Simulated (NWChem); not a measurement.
# UBP86/pcseg-2 run of O2 (oxygen)

What is the electronic atomisation energy of O2 (oxygen) at UBP86/pcseg-2? 

The calculation is run with NWChem 7.3.0.

### Step 1. The structure to begin with

The species is O2 (2 atoms), meant as a triplet with charge 0. As SMILES, `O=O`. The shape is that of a PBE0-D4/def2-TZVP optimisation.

Bond lengths: O1–O2 1.193 Å.

### Step 2. A single-point energy at UBP86/pcseg-2

o2.nw

```
start o2
memory 2200 mb
charge 0

geometry units au noautosym nocenter noautoz
  O   0.96290995 -0.31152135  0.49595862
  O  -0.96290995  0.31152135 -0.49595862
end

basis "ao basis" spherical bse
  O library pcseg-2
end

dft
  xc becke88 perdew86
  mult 3
  grid fine
  convergence energy 1e-08
  maxiter 100
  mulliken
  noprint "final vectors analysis"
end

task dft energy
```

Launch:

```
$ nwchem o2.nw > o2.out
```

Output:

```text
[...]
          Wavefunction type:  spin polarized.
          No. of atoms     :     2
          No. of electrons :    16
[...]
          Charge           :     0
          Spin multiplicity:     3
[...]
          AO basis - number of functions:    60
[...]
              XC Information
              --------------
                    Becke 1988 Exchange Functional  1.000
                Perdew 1981 Correlation Functional  1.000 local
                Perdew 1986 Correlation Functional  1.000 non-local
[...]
 d= 0,ls=0.0,diis     1   -150.3484704091 -1.79D+02  7.09D-03  2.24D-01     0.4
[...]
 d= 0,ls=0.0,diis     7   -150.3961024862 -6.62D-09  2.41D-08  1.12D-11     1.9
[...]
         Total DFT energy =     -150.396102486159
      One electron energy =     -262.522447200642
           Coulomb energy =      100.786732084338
    Exchange-Corr. energy =      -17.053380401352
 Nuclear repulsion energy =       28.392993031497
[...]
      Total Density - Mulliken Population Analysis
     ---------------------------------------------
    Atom       Charge   Shell Charges
 -----------   ------   -------------------------------------------------------
    1 O    8     8.00   2.00  0.66  0.90  0.36  1.93  1.69  0.40  0.01  0.05  0.01
    2 O    8     8.00   2.00  0.66  0.90  0.36  1.93  1.69  0.40  0.01  0.05  0.01
[...]
      <S2> =      2.0042 (Exact =     2.0000)
[...]
```

It took 2.5 s on 1 thread of Intel Xeon 6975P-C (Granite Rapids), shared host; peak memory 0.1 GiB.

### Step 3. The O atom, same level

a.nw

```
echo
START a
memory stack 880 mb heap 220 mb global 1100 mb
GEOMETRY noautosym nocenter noautoz
O     0.000000    0.000000    0.000000
END
BASIS "ao basis" spherical bse
* library pcseg-2
END
DFT
xc becke88 perdew86
mult 3
grid fine
convergence energy 1e-08
maxiter 100
mulliken
print low
END
TASK dft energy
```

Launch:

```
$ nwchem a.nw > a.out
```

Output (excerpt; [...] marks lines left out):

```text
[...]
 d= 0,ls=0.0,diis     1    -75.0584853175 -7.51D+01  7.55D-03  1.30D-01     0.1
[...]
 d= 0,ls=0.0,diis     7    -75.0855564270 -2.15D-09  2.12D-07  8.64D-10     0.4
[...]
         Total DFT energy =      -75.085556426954
      One electron energy =     -103.179999646269
           Coulomb energy =       36.549412059920
    Exchange-Corr. energy =       -8.454968840605
 Nuclear repulsion energy =        0.000000000000
[...]
      Total Density - Mulliken Population Analysis
     ---------------------------------------------
    Atom       Charge   Shell Charges
 -----------   ------   -------------------------------------------------------
    1 O    8     8.00   2.00  0.68  0.97  0.35  1.82  1.60  0.58  0.00  0.00  0.00
     --------------------------------------------
      Spin Density - Mulliken Population Analysis
     --------------------------------------------
    Atom       Charge   Shell Charges
 -----------   ------   -------------------------------------------------------
    1 O    8     2.00   0.00  0.03  0.01 -0.04  0.96  0.82  0.22  0.00  0.00  0.00
[...]
      <S2> =      2.0028 (Exact =     2.0000)
[...]
```

It took 1.1 s on 1 thread of Intel Xeon 6975P-C (Granite Rapids), shared host; peak memory 0.1 GiB.

### Step 4. What came out

Level: UBP86/pcseg-2.

```
                     quantity          value
       molecule: total energy  -150.39610 Eh
      molecule: dipole moment         0.00 D
               molecule: ⟨S²⟩          2.004
         O atom: total energy   -75.08556 Eh
                 O atom: ⟨S²⟩          2.003
electronic atomisation energy       6.122 eV
```

**Reading.** Taking the molecule apart into free atoms costs 6.12 eV (591 kJ/mol), before zero-point energy and without spin-orbit coupling.
